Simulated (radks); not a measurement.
# Er in [Kr] 4d10 4f12 5s1.75 5p6 6s2 7s0.25: an all-electron calculation

Wanted: eigenvalues, radial structure and energy terms of neutral erbium.

The numbers are computed with radks (a radial shooting solver on a logarithmic mesh, Libxc functionals) version 1 (scalar-relativistic Kohn-Sham, PBEsol, spin-unpolarised, spherical densities, point nucleus), except any that are marked as measured or tabulated.

## (1) Starting point

| Item | Value |
| --- | --- |
| element | erbium (Z = 68) |
| charge | 0 |
| electrons | 68 |
| configuration | [Kr] 4d10 4f12 5s1.75 5p6 6s2 7s0.25 |

## (2) The run

Settings of this run:

```text
Z 68
configuration [Kr] 4d10 4f12 5s1.75 5p6 6s2 7s0.25 6p0
relativity scalar-relativistic
functional pbe_sol,pbe_sol
spin unpolarised
nucleus point
c 137.035999084
```

The run is started by

```bash
python run_ks.py task.json out
```

The same process makes all the runs of this session.

Q: Predict the outcome of this run.

As calculated:

```
                        quantity                value
                    total energy  -13081.6969 hartree
exchange-correlation share of it               2.09 %
                            −T/E               1.0842
          highest occupied level        7s, -0.620 eV
    most extended occupied level  7s, <r> = 12.8 bohr
 radius at density 0.001 e/bohr³            5.00 bohr
    maxima of the radial density                    5
```

The radial density shows 5 maxima for 7 occupied principal shells; where shells overlap, one shows as a shoulder or not at all. −T/E is 1.084: with relativity the kinetic term as defined here no longer equals −E. This is not the tabulated ground configuration, so its levels and sizes aren't those of the ground state, and no measured value stands beside it.
